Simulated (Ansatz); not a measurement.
The same calculation of GeH8OSi2, SMILES [OH][GeH]([SiH3])[SiH3] as a Python script and as an input file (Ansatz's Python interface).

`energy.py`
```python
"""Single point of GeH8OSi2 in a Gaussian basis."""

import ansatz as az
import numpy as np
import pandas as pd

GEOMETRY = """
O    -1.63950    1.37480   -0.24480
Ge   -0.08780    0.73170    0.13950
Si   -0.33790   -0.79700    1.84300
Si    0.85540   -0.32380   -1.72210
H    -1.50280    2.07770   -0.98460
H     0.87330    1.88740    0.57800
H     1.04060   -1.36200    2.18060
H    -1.17250   -1.85890    1.42550
H    -0.85280   -0.11160    3.08590
H     0.92280    0.63350   -2.79410
H    -0.13870   -1.41540   -2.10330
H     2.11690   -0.89120   -1.36960
"""

system = az.Crystal.molecule()
for line in GEOMETRY.strip().splitlines():
    symbol, *xyz = line.split()
    system = system.atom(symbol, [float(v) for v in xyz])

model = system.calculation()
model = model.basis(gaussian="cc-pVDZ")
model = model.functional("b3lyp", dispersion="d4")
model = model.forces()
outcome = model.run(threads=1)
report = outcome.report

for key in ("converged", "free_energy_ev", "reference_energy_ev", "n_frozen", "n_occupied", "n_virtual"):
    print(f"{key:22s} {report[key]}")

symbols = [site.symbol for site in system.cartesian_sites]
forces = np.array(report["forces_ev_ang"])
print("largest force", round(float(np.linalg.norm(forces, axis=1).max()), 4), "eV/A, rms", round(float(np.sqrt((forces ** 2).mean())), 4))

charges = report["charge_distribution"]
table = pd.DataFrame({"atom": symbols, "mulliken": charges["mulliken_charges_e"], "lowdin": charges["lowdin_charges_e"]})
print(table.round(3).to_string())
print("dipole (e A):", np.round(charges["dipole_moment_e_ang"], 4) + 0.0)
```

```console
$ python energy.py
converged              True
free_energy_ev         -74452.64582462265
reference_energy_ev    -74452.18626205686
n_frozen               0
n_occupied             [38, 38]
n_virtual              [79, 79]
largest force 4.3796 eV/A, rms 1.1537
   atom  mulliken  lowdin
0     O    -0.399   0.062
1    Ge     0.384  -0.042
2    Si     0.159   0.169
3    Si     0.124   0.153
4     H     0.190   0.019
5     H    -0.114  -0.072
6     H    -0.062  -0.044
7     H    -0.056  -0.053
8     H    -0.049  -0.044
9     H    -0.063  -0.055
10    H    -0.054  -0.042
11    H    -0.058  -0.052
dipole (e A): [ 0.1534  0.1118 -0.1886]
```

`input.yaml`:
```yaml
crystal:
  periodic: [false, false, false]
  atoms:
    - { symbol: O, position_ang: [-1.6395, 1.3748, -0.2448] }
    - { symbol: Ge, position_ang: [-0.0878, 0.7317, 0.1395] }
    - { symbol: Si, position_ang: [-0.3379, -0.797, 1.843] }
    - { symbol: Si, position_ang: [0.8554, -0.3238, -1.7221] }
    - { symbol: H, position_ang: [-1.5028, 2.0777, -0.9846] }
    - { symbol: H, position_ang: [0.8733, 1.8874, 0.578] }
    - { symbol: H, position_ang: [1.0406, -1.362, 2.1806] }
    - { symbol: H, position_ang: [-1.1725, -1.8589, 1.4255] }
    - { symbol: H, position_ang: [-0.8528, -0.1116, 3.0859] }
    - { symbol: H, position_ang: [0.9228, 0.6335, -2.7941] }
    - { symbol: H, position_ang: [-0.1387, -1.4154, -2.1033] }
    - { symbol: H, position_ang: [2.1169, -0.8912, -1.3696] }
basis:
  gaussian: { orbitals: cc-pVDZ }
hamiltonian:
  xc: b3lyp
  dispersion: d4
output:
  forces: true
```

Launched from the shell:
```console
$ ansatz run input.yaml --threads 1 --pin off --max-ram 4096MiB --backend cpu --events-out ev --progress --plain --runs-dir out
Engine: ansatz 0.2.0, x86_64-unknown-linux-gnu
Functional definition: B3LYP
  parameter a0 = 0.2
  parameter ax = 0.72
  parameter ac = 0.81
  exchange = (1 - a0 - ax)*slater_x + ax*b88_x + a0*exact_x
  correlation = (1 - ac)*vwn_rpa_c + ac*lyp_c
1164 factors; integrals over basis functions are off by at most 1.2e-3 eV
mean field evaluation 1: about -74447.6241 eV, gradient 4.9e1 eV
mean field evaluation 2: about -74433.9419 eV, gradient 9.7e1 eV
mean field evaluation 4: about -74452.0733 eV, gradient 2.3e0 eV
mean field evaluation 8: about -74452.1859 eV, gradient 1.2e-1 eV
mean field evaluation 16: about -74452.1859 eV, gradient 5.7e-5 eV
mean field -74452.18593448 eV, -2736.0673675881 hartree, gradient 5.7e-5 eV, S^2 0.000000; 0 other end points of the search recorded, 0 dependent functions left out
the calculation of the forces begins
reference -74452.18626206 eV, -2736.0673796262 hartree; 38, 38 occupied and 79, 79 virtual orbitals, 1164 factors
Total energy: -74452.64582462 eV, -2736.0842682390 hartree
Atom 0 at    -1.639500     1.374800    -0.244800 Å, force    -2.126032     2.876622    -2.527062 eV/Å
Atom 1 at    -0.087800     0.731700     0.139500 Å, force     2.796705    -0.205646     0.593609 eV/Å
Atom 2 at    -0.337900    -0.797000     1.843000 Å, force     1.249133     0.652099     1.632314 eV/Å
Atom 3 at     0.855400    -0.323800    -1.722100 Å, force    -1.628665    -0.710805     0.020291 eV/Å
Atom 4 at    -1.502800     2.077700    -0.984600 Å, force    -0.639551    -1.610959     1.743538 eV/Å
Atom 5 at     0.873300     1.887400     0.578000 Å, force    -0.068098    -0.020930     0.045762 eV/Å
Atom 6 at     1.040600    -1.362000     2.180600 Å, force    -0.400686     0.162217    -0.149902 eV/Å
Atom 7 at    -1.172500    -1.858900     1.425500 Å, force    -1.054167    -1.266437    -0.392903 eV/Å
Atom 8 at    -0.852800    -0.111600     3.085900 Å, force    -0.036177    -0.220449    -0.148043 eV/Å
Atom 9 at     0.922800     0.633500    -2.794100 Å, force     0.246976     0.649310    -0.965281 eV/Å
Atom 10 at    -0.138700    -1.415400    -2.103300 Å, force     0.404705     0.221484    -0.012874 eV/Å
Atom 11 at     2.116900    -0.891200    -1.369600 Å, force     1.255857    -0.526506     0.160550 eV/Å
Dipole moment:     0.153381     0.111814    -0.188629 e Å
```

What to keep in mind:
- Total energies depend on the basis set; only differences at equal settings carry meaning.
- The geometry is a force-field or estimated start, not a minimum of this method, and the basis set is short of its limit.
- The Löwdin charges here are taken after orthogonalising the functions within each atom; they differ from plain Löwdin charges, and their signs can be unphysical.
- Total less reference energy is the dispersion correction.
- b3lyp holds the VWN-RPA fit, as in Gaussian; the form of ORCA and Turbomole is b3lyp5.
- Run time: 5.3 s on 1 thread of Intel(R) Xeon(R) 6975P-C (Granite Rapids) (shared host), peak memory 0.4 GiB.

(Lines on the test bed's own set-up are left out of the output.)
